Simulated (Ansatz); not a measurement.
# Co3W (Pm-3m) in Ansatz: a series of runs

The runs below take Co3W through single point, with PBEsol.

Everything below comes from runs of Ansatz 0.2.0. Logs are shortened: lines on timing, memory, paths and dates and some standing lists are left out, and cuts for length are marked.

## Step 1: The structure

The structure is cubic, space group Pm-3m (No. 221). The conventional cell has a = 3.567 Å, b = 3.567 Å, c = 3.567 Å, α = 90.00°, β = 90.00°, γ = 90.00°. W (site symmetry m-3m) is surrounded by 12 Co at 2.52 Å. Co (site symmetry 4/mmm) has 4 W at 2.52 Å and 8 Co at 2.52 Å as nearest neighbours.

The cell comes from a database or a generator and needn't be the stable form of this composition.

## Step 2: Single point, PBEsol, collinear spin, ferromagnetic start, 10.66 Å³/atom (volume scaled by 0.94)

The input, input.yaml:

```yaml
crystal:
  lattice:
    - [3.4940592489, 0.0, 0.0]
    - [0.0, 3.4940592489, 0.0]
    - [0.0, 0.0, 3.4940592489]
  atoms:
    - { symbol: W, position: [0.0, 0.0, 0.0] }
    - { symbol: Co, position: [0.0, 0.5, 0.5], spin: 2.0 }
    - { symbol: Co, position: [0.5, 0.0, 0.5], spin: 2.0 }
    - { symbol: Co, position: [0.5, 0.5, 0.0], spin: 2.0 }
kpoints:
  mp_grid: { grid: [8, 8, 8] }
scf:
  occupations: { method: fermi_dirac, width: 0.05 }
hamiltonian:
  xc: pbesol
  pseudopotentials: { kind: all_electron, lapw: { basis_error: 0.001 } }
magnetization:
  spin_polarized: true
output:
  forces: true
  stress: true
  eigenvalues: true
```

Potentials or basis: all-electron LAPW, scalar-relativistic.

Command:

```
$ ansatz run input.yaml --threads 4 --pin off --max-ram 12288MiB --backend cpu --events-out ev --progress --plain --runs-dir out
```

Output:

```text
Warning: RAYON_NUM_THREADS=4 ignored (pool sized by the plan → 4); use --threads N
LAPW: plane waves up to 9.477 Å⁻¹, error target 1.0e-3 eV per atom; small_component_spin mean_spin; Co in spheres of 1.190 Å, 17 of its electrons in bands, Dirac shells []; W in spheres of 1.281 Å, 44 of its electrons in bands, Dirac shells [] (how accurate: hamiltonian.pseudopotentials.lapw.basis_error, Limitations)
Engine: ansatz 0.2.0, aarch64-unknown-linux-gnu
Pseudopotentials: kind: all_electron
Pseudopotential: W, LAPW, valence charge 44, lapw/all_electron/scalar/gaussian/W, Koelling and Harmon's equation, gaussian nucleus
Pseudopotential: Co, LAPW, valence charge 17, lapw/all_electron/scalar/gaussian/Co, Koelling and Harmon's equation, gaussian nucleus
Functional definition: PBEsol
  exchange = pbesol_x
  correlation = pbesol_c
Crystal: 4 atoms, lattice volume = 42.657 Å³
Basis set: ecut = 342.2017966102211 eV, 619 PW (Γ), exchange–correlation at level 2
Bands: 61, of which v1, the nominal top of the filled ones, is band 48 counted from 1 (47 counted from 0)
Symmetry: 48 space group operations
Space group: Pm-3m (ITA 221), of the structure as read, at distance tolerance 3.5e-5 Å
Magnetic group: BNS 221.92 (UNI 1594), of the structure as read, at distance tolerance 3.5e-5 Å
k-points: 35 of 512
Non-local potential: W, projectors of the file, none
Non-local potential: Co, projectors of the file, none
Initial density: superposition of atomic densities (chi_scale 0.1, normalization cell)
Starting moments: Σ|m| = 6 μB on 3 of 4 sites
Initial wavefunctions: plane waves of lowest kinetic energy (no species holds an atomic orbital)
[... 22 lines left out ...]
SCF iter  16: F=-552727.576225 eV  HF=-552727.576225 eV  |F-HF|=2.33e-9  |Δ(HF+E_count)|=    0.00e0  Δρ=5.99e-7 (↑5.99e-7 ↓3.99e-7)  dr2=8.39e-10  dr2_m=5.31e-12  M=0.245 μB ∫|m|=0.353 μB  ethr=1.52e-11 (applied; sched 1.00e-12)  ⟨swp⟩=2.0  Hψ=12117  notcnv=0
SCF 1 converged in 16 iterations: F = -552727.576225 eV  dr2 = 8.39e-10
SCF converged after 16 iterations
Magnetization: 0.2454 μB (47.6227 up, 47.3773 down)
Absolute magnetization: 0.3527 μB (∫|ρ↑−ρ↓|)
Spin contamination: 0.0024 ħ² per cell (⟨S²⟩ above its minimum at these occupations)
Per-site moments (μB) at R_I (Å): [(-0.03179673411488437, 1.2808107794899173), (0.09808827779627016, 1.1898621724589515), (0.09808827779627016, 1.1898621724589515), (0.09808827779627016, 1.1898621724589515)]
Free energy (F): -552727.576225 eV
Harris-Foulkes:  -552727.576225 eV  (|F-HF|=2.33e-9)
Internal energy: -552727.546249 eV  (E = F + TS)
E sigma→0 (E₀):  -552727.561237 eV
Entropy (-TS):   -0.029976 eV (-7.494 meV/atom)
Fermi energy:    25.724838 eV
--- Per-component energies (eV) ---
  E_band       = -4892.233039
  E_kinetic    = 607041.622641
  E_xc         = -13480.512501
  E_electrostatic = -1146288.656389  (all electrons and nuclei)
  E_smearing   = -0.029976  (= −TS)
  E_closure    = 0.000000  (closes the sum)
  E_atoms      = -552688.030279  (free atoms, spherical and without spin; not in F)
  Σ components = -552727.576225   (vs F -552727.576225, Δ=0.00e0)
  Basis errors (estimates in eV, not in F): energy 2.4e-4 per atom: plane waves 2.1e-4 (1.1e-4 summed), levels above the bands 1.6e-130, relativity 3.3e-8, radial functions 3.5e-5, core shells 2.1e-7; eigenvalues (radial functions only) 1.7e-6; not estimated: angular momenta, meshes, grids; target (lapw.basis_error) 1.0e-3; muffin-tin radii Co 1.190 Å, W 1.281 Å
--- Forces (eV/Å), atoms counted from 1 ---
  atom   1  W     -0.00000000     0.00000000     0.00000000
  atom   2  Co    -0.00000000     0.00000000     0.00000000
  atom   3  Co    -0.00000000     0.00000000     0.00000000
  atom   4  Co    -0.00000000    -0.00000000     0.00000000
  max |Σ_I F_I| component: 5.13e-30 eV/Å
--- Stress (GPa, compression-positive) ---
       16.147215       0.000000       0.000000
        0.000000      16.147215       0.000000
        0.000000       0.000000      16.147215
  P = ⅓ Tr σ = 16.1472 GPa (161.472 kbar)
--- Band table (eV; the first three rows and the last of 70) ---
  k-point 0 ↑: bands = ["-392.1686", "-392.1686", "-392.1686", "-207.4716", "-207.4716", "-207.4477", "-207.4477", "-207.4477", "-69.2077", "-69.1447", "-69.1447", "-48.5853", "-32.7463", "-32.7463", "-32.7463", "-32.6376", "-32.6376", "-32.6376", "-32.4482", "-32.4482", "-32.4482", "-12.8541", "-12.8541", "-12.8541", "-2.8342", "-2.8342", "-2.8342", "-2.8250", "-2.8250", "-2.8250", "-2.8038", "15.7148", "19.1597", "19.1597", "20.6224", "20.6224", "20.6224", "20.8308", "23.5439", "23.5439", "23.5439", "25.1267", "25.1267", "25.6749", "26.0316", "26.0316", "26.0316", "27.7809", "27.7809", "28.5357", "28.5357", "28.5357", "29.3039", "29.3039", "29.3039", "36.7964", "38.4172", "38.4172", "38.4172", "40.4184", "40.4184"]
  k-point 1 ↑: bands = ["-392.1686", "-392.1686", "-392.1686", "-207.4716", "-207.4716", "-207.4477", "-207.4477", "-207.4477", "-69.2055", "-69.1468", "-69.1447", "-48.5853", "-32.7411", "-32.7411", "-32.7383", "-32.6392", "-32.6392", "-32.6381", "-32.4562", "-32.4517", "-32.4517", "-12.8700", "-12.8554", "-12.8554", "-2.8348", "-2.8341", "-2.8341", "-2.8253", "-2.8250", "-2.8250", "-2.8039", "15.9627", "19.3030", "19.3317", "20.7164", "20.7446", "20.7446", "20.9163", "23.4248", "23.6255", "23.6255", "25.0227", "25.1510", "25.5748", "25.5943", "25.5943", "26.0319", "27.0594", "27.6303", "27.7506", "27.7506", "28.4453", "29.2732", "30.3964", "30.3964", "37.2001", "37.7541", "38.7251", "38.7251", "40.4733", "41.0070"]
  k-point 2 ↑: bands = ["-392.1686", "-392.1686", "-392.1686", "-207.4716", "-207.4716", "-207.4477", "-207.4477", "-207.4477", "-69.1996", "-69.1527", "-69.1446", "-48.5852", "-32.7270", "-32.7270", "-32.7170", "-32.6444", "-32.6444", "-32.6395", "-32.4776", "-32.4602", "-32.4602", "-12.9083", "-12.8585", "-12.8585", "-2.8363", "-2.8340", "-2.8340", "-2.8259", "-2.8249", "-2.8249", "-2.8042", "16.6617", "19.6893", "19.7224", "20.9862", "21.1058", "21.1058", "21.1570", "23.0932", "23.8599", "23.8599", "24.6297", "24.6297", "24.7233", "25.1688", "25.3118", "25.6798", "26.0326", "26.8537", "26.8537", "27.2806", "28.0124", "29.2028", "32.0101", "32.0101", "36.8388", "37.4192", "38.8537", "38.8537", "40.1410", "41.7192"]
  k-point 34 ↓: bands = ["-392.1700", "-392.1700", "-392.1700", "-207.4734", "-207.4734", "-207.4495", "-207.4495", "-207.4495", "-69.0437", "-69.0437", "-69.0437", "-48.5943", "-32.6628", "-32.6628", "-32.6628", "-32.5946", "-32.4406", "-32.4406", "-32.4406", "-32.2801", "-32.2801", "-12.9333", "-12.9333", "-12.9333", "-2.8401", "-2.8401", "-2.8401", "-2.8270", "-2.8270", "-2.8270", "-2.8086", "19.5279", "19.5279", "19.5279", "20.4791", "23.4408", "23.4408", "23.4408", "23.4948", "23.4948", "23.6833", "23.6833", "23.6833", "24.9653", "25.8962", "25.8962", "25.8962", "25.9166", "25.9166", "25.9166", "27.5132", "27.5132", "27.5132", "28.6262", "28.6262", "33.8394", "36.4192", "36.4192", "36.4192", "44.0229", "44.0229"]
```

It took 32 s on 4 threads of Arm Neoverse V2, shared host; peak memory 0.87 GiB.

Results:

```
Free energy            : -552727.5762 eV
Pressure               : 16.1 GPa
Band gap on the k mesh : none (metal or under the smearing width)
Net moment             : 0.25 μB per cell
Absolute moment        : 0.35 μB per cell
Site moments           : W -0.03; Co +0.10 μB
```

Caveat: the starting moments weren't kept.

## Step 3: Single point, PBEsol, collinear spin, ferromagnetic start, 10.89 Å³/atom (volume scaled by 0.96)

Edit input.yaml of step 2 so:

```diff
@@ -2,5 +2,5 @@
   lattice:
-    - [3.4940592489, 0.0, 0.0]
-    - [0.0, 3.4940592489, 0.0]
-    - [0.0, 0.0, 3.4940592489]
+    - [3.5186661107, 0.0, 0.0]
+    - [0.0, 3.5186661107, 0.0]
+    - [0.0, 0.0, 3.5186661107]
   atoms:
```

Potentials or basis: all-electron LAPW, scalar-relativistic.

Command:

```
$ ansatz run input.yaml --threads 4 --pin off --max-ram 12288MiB --backend cpu --events-out ev --progress --plain --runs-dir out
```

It took 28 s on 4 threads of Arm Neoverse V2, shared host; peak memory 0.88 GiB.

Results (log left out):

* Free energy: -552727.6460 eV
* Pressure: 8.6 GPa
* Band gap on the k mesh: none (metal or under the smearing width)
* Net moment: 0.43 μB per cell
* Absolute moment: 0.62 μB per cell
* Site moments: W -0.06; Co +0.17 μB

Caveat: the starting moments weren't kept.

## Step 4: Single point, PBEsol, collinear spin, ferromagnetic start, 11.12 Å³/atom (volume scaled by 0.98)

Edit input.yaml of step 3 so:

```diff
@@ -2,5 +2,5 @@
   lattice:
-    - [3.5186661107, 0.0, 0.0]
-    - [0.0, 3.5186661107, 0.0]
-    - [0.0, 0.0, 3.5186661107]
+    - [3.5429335404, 0.0, 0.0]
+    - [0.0, 3.5429335404, 0.0]
+    - [0.0, 0.0, 3.5429335404]
   atoms:
```

Command:

```
$ ansatz run input.yaml --threads 4 --pin off --max-ram 12288MiB --backend cpu --events-out ev --progress --plain --runs-dir out
```

Run time: 28 s. Hardware: 4 threads of Arm Neoverse V2, shared host; peak memory 0.86 GiB.

Results (log left out):

```
Free energy            : -552727.6754 eV
Pressure               : 1.9 GPa
Band gap on the k mesh : none (metal or under the smearing width)
Net moment             : 0.52 μB per cell
Absolute moment        : 0.78 μB per cell
Site moments           : W -0.08; Co +0.21 μB
```

Caveat: the starting moments weren't kept.

## Step 5: Single point, PBEsol, collinear spin, ferromagnetic start, 11.34 Å³/atom

Edit input.yaml of step 4 so:

```diff
@@ -2,5 +2,5 @@
   lattice:
-    - [3.5429335404, 0.0, 0.0]
-    - [0.0, 3.5429335404, 0.0]
-    - [0.0, 0.0, 3.5429335404]
+    - [3.5668730067, 0.0, 0.0]
+    - [0.0, 3.5668730067, 0.0]
+    - [0.0, 0.0, 3.5668730067]
   atoms:
```

Command:

```
$ ansatz run input.yaml --threads 4 --pin off --max-ram 12288MiB --backend cpu --events-out ev --progress --plain --runs-dir out
```

Wall time 28 s (4 threads of Arm Neoverse V2, shared host); peak memory 0.86 GiB.

Results (log left out):

| Item | Value |
| --- | --- |
| Free energy | -552727.6688 eV |
| Pressure | -4.1 GPa |
| Band gap on the k mesh | none (metal or under the smearing width) |
| Net moment | 0.59 μB per cell |
| Absolute moment | 0.90 μB per cell |
| Site moments | W -0.09; Co +0.24 μB |

Caveat: the starting moments weren't kept.

## Step 6: Single point, PBEsol, collinear spin, ferromagnetic start, 11.57 Å³/atom (volume scaled by 1.02)

Edit input.yaml of step 5 so:

```diff
@@ -2,5 +2,5 @@
   lattice:
-    - [3.5668730067, 0.0, 0.0]
-    - [0.0, 3.5668730067, 0.0]
-    - [0.0, 0.0, 3.5668730067]
+    - [3.5904953707, 0.0, 0.0]
+    - [0.0, 3.5904953707, 0.0]
+    - [0.0, 0.0, 3.5904953707]
   atoms:
```

Potentials or basis: all-electron LAPW, scalar-relativistic.

Command:

```
$ ansatz run input.yaml --threads 4 --pin off --max-ram 12288MiB --backend cpu --events-out ev --progress --plain --runs-dir out
```

Wall time 28 s (4 threads of Arm Neoverse V2, shared host); peak memory 0.86 GiB.

Results (log left out):

```
Free energy            : -552727.6298 eV
Pressure               : -9.5 GPa
Band gap on the k mesh : none (metal or under the smearing width)
Net moment             : 0.65 μB per cell
Absolute moment        : 1.00 μB per cell
Site moments           : W -0.11; Co +0.27 μB
```

## Step 7: Single point, PBEsol, collinear spin, ferromagnetic start, 11.80 Å³/atom (volume scaled by 1.04)

Edit input.yaml of step 6 so:

```diff
@@ -2,5 +2,5 @@
   lattice:
-    - [3.5904953707, 0.0, 0.0]
-    - [0.0, 3.5904953707, 0.0]
-    - [0.0, 0.0, 3.5904953707]
+    - [3.613810929, 0.0, 0.0]
+    - [0.0, 3.613810929, 0.0]
+    - [0.0, 0.0, 3.613810929]
   atoms:
```

Command:

```
$ ansatz run input.yaml --threads 4 --pin off --max-ram 12288MiB --backend cpu --events-out ev --progress --plain --runs-dir out
```

Wall time 29 s (4 threads of Arm Neoverse V2, shared host); peak memory 0.86 GiB.

It converged, with:

- Free energy: -552727.5619 eV
- Pressure: -14.3 GPa
- Band gap on the k mesh: none (metal or under the smearing width)
- Net moment: 0.70 μB per cell
- Absolute moment: 1.10 μB per cell
- Site moments: W -0.12; Co +0.29 μB

## Step 8: Single point, PBEsol, collinear spin, ferromagnetic start, 12.03 Å³/atom (volume scaled by 1.06)

Edit input.yaml of step 7 so:

```diff
@@ -2,5 +2,5 @@
   lattice:
-    - [3.613810929, 0.0, 0.0]
-    - [0.0, 3.613810929, 0.0]
-    - [0.0, 0.0, 3.613810929]
+    - [3.6368294536, 0.0, 0.0]
+    - [0.0, 3.6368294536, 0.0]
+    - [0.0, 0.0, 3.6368294536]
   atoms:
```

Command:

```
$ ansatz run input.yaml --threads 4 --pin off --max-ram 12288MiB --backend cpu --events-out ev --progress --plain --runs-dir out
```

Wall time 29 s (4 threads of Arm Neoverse V2, shared host); peak memory 0.86 GiB.

Results (log left out):

| Item | Value |
| --- | --- |
| Free energy | -552727.4683 eV |
| Pressure | -18.6 GPa |
| Band gap on the k mesh | none (metal or under the smearing width) |
| Net moment | 0.74 μB per cell |
| Absolute moment | 1.19 μB per cell |
| Site moments | W -0.14; Co +0.31 μB |

## Step 9: The reference run

An earlier run on the cell as given: functional PBEsol; potentials or basis all-electron LAPW, scalar-relativistic; cutoff 325 eV (chosen from the basis error); basis error allowed 0.001 eV/atom; k mesh 8 × 8 × 8; occupations fermi-dirac, width 0.05 eV; collinear spin, ferromagnetic start; starting moments [0.0, 2.0, 2.0, 2.0] μB.

- Pressure: -4.1 GPa
- Band gap on the k mesh: none (metal or under the smearing width)
- Net moment: 0.59 μB per cell
- Absolute moment: 0.90 μB per cell
- Site moments: W -0.09; Co +0.24 μB
